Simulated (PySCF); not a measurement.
# Er(OH)3: forces at shaken geometries

Aim: move all atoms of relaxed Er(OH)3 at random and read energies and forces. The structure is generated, not taken from experiment.

The runs use PySCF 2.14.0; PBE, Er lcecp-1-SVP with ECP57, O def2-SVP, H def2-SVP; scalar-relativistic core potentials, no spin–orbit coupling.

4 further runs of the same task are left out: 2 for a known fault of the program, 2 that didn't finish.

### Step 1. Where the work starts

7 atoms, charge 0, spin multiplicity 1.

Bond lengths: Er1–O2 2.032 Å, Er1–O4 2.032 Å, Er1–O6 2.032 Å, O2–H3 0.966 Å, O4–H5 0.966 Å, O6–H7 0.966 Å. Angles: O2–Er1–O4 120.0°, O2–Er1–O6 120.0°, O4–Er1–O6 120.0°, Er1–O2–H3 179.5°, Er1–O4–H5 179.5°, Er1–O6–H7 179.5°.

As a file:

```mol
ErH3O3
  3D, bonds by distance, orders not assigned

  7  6  0  0  0  0  0  0  0  0999 V2000
    0.0000   -0.0000    0.1171 Er  0  0
    2.0315   -0.0000    0.1399 O   0  0
    2.9968   -0.0000    0.1597 H   0  0
   -1.0157    1.7593    0.1399 O   0  0
   -1.4984    2.5953    0.1597 H   0  0
   -1.0157   -1.7593    0.1399 O   0  0
   -1.4984   -2.5953    0.1597 H   0  0
  1  2  8  0
  1  4  8  0
  1  6  8  0
  2  3  8  0
  4  5  8  0
  6  7  8  0
M  END
```

Formal oxidation states: Er +3. Each metal's 11 4f electrons lie in its core potential, so multiplicities, spins and levels count the valence alone. An earlier session relaxed this geometry at PBE, Er lcecp-1-SVP with ECP57, O def2-SVP, H def2-SVP (singlet, point group C3v).

Its energy there is -265.504554 Eh.

### Step 2. Atoms moved at random, σ = 0.03 Å

Input file run.py (the lines that set the calculation):

```python
mol = gto.M(atom='''
Er    -0.02209    -0.02236     0.14463
O      2.01163     0.00012     0.21362
H      2.98467     0.01876     0.17789
O     -1.01376     1.79531     0.14300
H     -1.53730     2.58070     0.11468
O     -0.95320    -1.77825     0.11477
H     -1.46995    -2.59428     0.10727''',
    basis={'Er': 'lcecp-1-SVP', 'O': 'def2-SVP', 'H': 'def2-SVP'},
    ecp={'Er': 'lcecp-1-SVP'},
    charge=0, spin=0)
mf = dft.RKS(mol, xc='PBE')
mf.grids.atom_grid = (50, 194)  # f atoms: unpruned, at least (60, 302)
mf = mf.density_fit()  # fitting sets: Er AutoAux, O def2-universal-JKFIT, H def2-universal-JKFIT
mf.conv_tol = 1e-08; mf.max_cycle = 55
mf.kernel(dm0)  # dm0: the density of the relaxed state
```

The run is started by

```
$ OMP_NUM_THREADS=2 python run.py
```

Log:

```text
init E= -265.503857234158
  HOMO = -0.219092040031331  LUMO = -0.0768501619446198  gap/eV = 3.87060
cycle= 1 E= -265.502161574873  delta_E= 0.0017  |g|= 0.0398  |ddm|= 0.218
  HOMO = -0.210453485136603  LUMO = -0.0754075599457025  gap/eV = 3.67479
cycle= 2 E= -265.501140539896  delta_E= 0.00102  |g|= 0.0814  |ddm|= 0.0937
  HOMO = -0.215951715428734  LUMO = -0.0755984568099066  gap/eV = 3.81921
cycle= 3 E= -265.502496817986  delta_E= -0.00136  |g|= 0.0145  |ddm|= 0.0621
  HOMO = -0.215639489479124  LUMO = -0.0759283022475579  gap/eV = 3.80174
cycle= 4 E= -265.502536084911  delta_E= -3.93e-05  |g|= 0.002  |ddm|= 0.0115
  HOMO = -0.21578529049302  LUMO = -0.0758106762423161  gap/eV = 3.80890
cycle= 5 E= -265.502536669165  delta_E= -5.84e-07  |g|= 0.0014  |ddm|= 0.00258
  HOMO = -0.215698847496409  LUMO = -0.0758249916649874  gap/eV = 3.80616
cycle= 6 E= -265.502537069383  delta_E= -4e-07  |g|= 0.000245  |ddm|= 0.00104
  HOMO = -0.215721463116151  LUMO = -0.0758387665082907  gap/eV = 3.80640
cycle= 7 E= -265.502537080889  delta_E= -1.15e-08  |g|= 3.48e-05  |ddm|= 0.000217
  HOMO = -0.215719794977923  LUMO = -0.0758357824675002  gap/eV = 3.80644
cycle= 8 E= -265.502537081144  delta_E= -2.55e-10  |g|= 1.98e-05  |ddm|= 4.61e-05
  HOMO = -0.21571981749237  LUMO = -0.0758359828627313  gap/eV = 3.80643
Extra cycle  E= -265.502537080667  delta_E= 4.78e-10  |g|= 5.22e-05  |ddm|= 4.64e-05
converged SCF energy = -265.502537080667
```

It took 3.9 s on 2 threads of Arm Neoverse V1, shared host.

Result: E = -265.502537 Eh (+0.055 eV from the relaxed state), HOMO -5.87 eV, LUMO -2.06 eV, Mulliken charge on Er1 +0.84 e, largest force component 1.584 eV/Å. 

```
atom      Fx      Fy  Fz (eV/Å)
 Er1   0.369   1.438      0.075
  O2   0.333  -0.019     -0.096
  H3  -0.430  -0.020      0.064
  O4   0.863  -1.584     -0.004
  H5  -0.640   0.995     -0.016
  O6  -0.529  -0.781     -0.020
  H7   0.033  -0.030     -0.004
```

### Step 3. Atoms moved at random, σ = 0.15 Å

Input file run.py (the lines that set the calculation):

```python
mol = gto.M(atom='''
Er     0.28368     0.14995     0.11761
O      1.90065     0.04866     0.18009
H      3.04818    -0.44933     0.22227
O     -0.98176     1.93884    -0.22961
H     -1.45359     2.46219     0.14991
O     -0.99773    -1.94869     0.31718
H     -1.79943    -2.20162     0.25841''',
    basis={'Er': 'lcecp-1-SVP', 'O': 'def2-SVP', 'H': 'def2-SVP'},
    ecp={'Er': 'lcecp-1-SVP'},
    charge=0, spin=0)
mf = dft.RKS(mol, xc='PBE')
mf.grids.atom_grid = (50, 194)  # f atoms: unpruned, at least (60, 302)
mf = mf.density_fit()  # fitting sets: Er AutoAux, O def2-universal-JKFIT, H def2-universal-JKFIT
mf.conv_tol = 1e-08; mf.max_cycle = 55
mf.kernel(dm0)  # dm0: the density of the relaxed state
```

The run is started by

```
$ OMP_NUM_THREADS=2 python run.py
```

Log:

```text
init E= -265.151571583367
  HOMO = -0.365657807954663  LUMO = -0.216509919915057  gap/eV = 4.05852
cycle= 1 E= -265.113072127941  delta_E= 0.0385  |g|= 0.769  |ddm|= 1.77
  HOMO = -0.0762441734397876  LUMO = -0.0375415196641491  gap/eV = 1.05315
cycle= 2 E= -259.5709620444  delta_E= 5.54  |g|= 3.04  |ddm|= 4.67
  HOMO = -0.149083638859839  LUMO = -0.0673611131996381  gap/eV = 2.22378
cycle= 3 E= -265.062066121583  delta_E= -5.49  |g|= 0.903  |ddm|= 4.62
  HOMO = -0.199908850531756  LUMO = -0.0766496285225429  gap/eV = 3.35405
cycle= 4 E= -265.222773609114  delta_E= -0.161  |g|= 0.257  |ddm|= 0.631
  HOMO = -0.16828731428862  LUMO = -0.0989706596679297  gap/eV = 1.88620
cycle= 5 E= -265.241570854628  delta_E= -0.0188  |g|= 0.133  |ddm|= 0.479
  HOMO = -0.171696125641691  LUMO = -0.0979748168070093  gap/eV = 2.00606
cycle= 6 E= -265.244370271918  delta_E= -0.0028  |g|= 0.0698  |ddm|= 0.159
  HOMO = -0.167225606868692  LUMO = -0.0960348909505871  gap/eV = 1.93720
cycle= 7 E= -265.245229431989  delta_E= -0.000859  |g|= 0.0286  |ddm|= 0.0774
  HOMO = -0.170678375345008  LUMO = -0.0955008010340585  gap/eV = 2.04569
cycle= 8 E= -265.245434429401  delta_E= -0.000205  |g|= 0.00366  |ddm|= 0.0321
  HOMO = -0.170782626132847  LUMO = -0.095634001010912  gap/eV = 2.04490
cycle= 9 E= -265.245438432107  delta_E= -4e-06  |g|= 0.00112  |ddm|= 0.00702
  HOMO = -0.170851365025255  LUMO = -0.0956787856743259  gap/eV = 2.04555
cycle= 10 E= -265.2454388113  delta_E= -3.79e-07  |g|= 0.00022  |ddm|= 0.00176
  HOMO = -0.170828366718642  LUMO = -0.0956721072694523  gap/eV = 2.04511
cycle= 11 E= -265.245438823171  delta_E= -1.19e-08  |g|= 2.24e-05  |ddm|= 0.000269
  HOMO = -0.170827087108248  LUMO = -0.0956728627781594  gap/eV = 2.04505
cycle= 12 E= -265.245438823247  delta_E= -7.55e-11  |g|= 1.06e-05  |ddm|= 2.53e-05
  HOMO = -0.170832896637863  LUMO = -0.0956712953123646  gap/eV = 2.04525
Extra cycle  E= -265.245438822966  delta_E= 2.81e-10  |g|= 3.63e-05  |ddm|= 5e-05
converged SCF energy = -265.245438822966
```

Wall time 4.5 s (2 threads of Arm Neoverse V1, shared host).

Result: E = -265.245439 Eh (+7.051 eV from the relaxed state), HOMO -4.65 eV, LUMO -2.60 eV, Mulliken charge on Er1 +0.65 e, largest force component 23.522 eV/Å. 

```csv
atom,Fx,Fy,Fz (eV/Å)
Er1,-22.330,-0.135,-0.963
O2,23.522,-3.520,0.908
H3,-4.402,2.300,-0.158
O4,10.792,-11.875,-6.936
H5,-9.471,10.724,7.343
O6,11.698,5.410,0.541
H7,-9.809,-2.904,-0.736
```

### Step 4. Atoms moved at random, σ = 0.03 Å

Input file run.py (the lines that set the calculation):

```python
mol = gto.M(atom='''
Er     0.00792     0.01018     0.12181
O      2.07483    -0.00240     0.12275
H      2.95425    -0.02045     0.18127
O     -1.04356     1.76989     0.14643
H     -1.47678     2.60890     0.16348
O     -1.01117    -1.77909     0.15757
H     -1.50550    -2.58704     0.12254''',
    basis={'Er': 'lcecp-1-SVP', 'O': 'def2-SVP', 'H': 'def2-SVP'},
    ecp={'Er': 'lcecp-1-SVP'},
    charge=0, spin=0)
mf = dft.RKS(mol, xc='PBE')
mf.grids.atom_grid = (50, 194)  # f atoms: unpruned, at least (60, 302)
mf = mf.density_fit()  # fitting sets: Er AutoAux, O def2-universal-JKFIT, H def2-universal-JKFIT
mf.conv_tol = 1e-08; mf.max_cycle = 55
mf.kernel(dm0)  # dm0: the density of the relaxed state
```

The run is started by

```
$ OMP_NUM_THREADS=2 python run.py
```

Log:

```text
init E= -265.519286964598
  HOMO = -0.206286792405022  LUMO = -0.0723028423201235  gap/eV = 3.64589
cycle= 1 E= -265.493440661145  delta_E= 0.0258  |g|= 0.0673  |ddm|= 0.196
  HOMO = -0.220431895997057  LUMO = -0.0782785644911606  gap/eV = 3.86819
cycle= 2 E= -265.490098425363  delta_E= 0.00334  |g|= 0.143  |ddm|= 0.145
  HOMO = -0.218525865929984  LUMO = -0.079597067281334  gap/eV = 3.78045
cycle= 3 E= -265.494431699835  delta_E= -0.00433  |g|= 0.0174  |ddm|= 0.103
  HOMO = -0.218716110436106  LUMO = -0.079807678430754  gap/eV = 3.77989
cycle= 4 E= -265.494481194687  delta_E= -4.95e-05  |g|= 0.00362  |ddm|= 0.0137
  HOMO = -0.218881085684646  LUMO = -0.0796128759187127  gap/eV = 3.78968
cycle= 5 E= -265.494483468098  delta_E= -2.27e-06  |g|= 0.00203  |ddm|= 0.00416
  HOMO = -0.218704630048078  LUMO = -0.0795530782348486  gap/eV = 3.78651
cycle= 6 E= -265.494484279433  delta_E= -8.11e-07  |g|= 0.00025  |ddm|= 0.00137
  HOMO = -0.218711717381795  LUMO = -0.0795802823901077  gap/eV = 3.78596
cycle= 7 E= -265.494484297593  delta_E= -1.82e-08  |g|= 7.68e-05  |ddm|= 0.000386
  HOMO = -0.218710940621029  LUMO = -0.0795777766753361  gap/eV = 3.78601
cycle= 8 E= -265.494484298405  delta_E= -8.12e-10  |g|= 4.98e-05  |ddm|= 8.24e-05
  HOMO = -0.218708922095832  LUMO = -0.0795764947271422  gap/eV = 3.78599
Extra cycle  E= -265.494484295473  delta_E= 2.93e-09  |g|= 0.00013  |ddm|= 0.000117
converged SCF energy = -265.494484295473
```

Run time: 3.8 s. Hardware: 2 threads of Arm Neoverse V1, shared host.

Result: E = -265.494484 Eh (+0.274 eV from the relaxed state), HOMO -5.95 eV, LUMO -2.17 eV, Mulliken charge on Er1 +0.87 e, largest force component 6.600 eV/Å. 

```csv
atom,Fx,Fy,Fz (eV/Å)
Er1,0.144,-0.204,0.023
O2,-6.600,0.146,-0.332
H3,5.904,-0.119,0.348
O4,0.806,-1.404,-0.030
H5,-0.557,1.039,0.022
O6,0.808,1.370,-0.035
H7,-0.504,-0.829,0.004
```

### Step 5. The displacements side by side

| σ (Å) | energy rise (eV) | harmonic estimate −½ F·u (eV) | largest force component (eV/Å) |
| --- | --- | --- | --- |
| 0.03 | 0.055 | 0.053 | 1.58 |
| 0.15 | 7.051 | 5.472 | 23.52 |
| 0.03 | 0.274 | 0.293 | 6.60 |

Every displacement raises the energy. For a harmonic well the rise equals −½ F·u; the two differ by at most 22 % here (a move with σ = 0.15 Å), from anharmonicity, the grid and the small forces left at the relaxed point. The bases are small and lack diffuse functions. Spin–orbit coupling is left out.
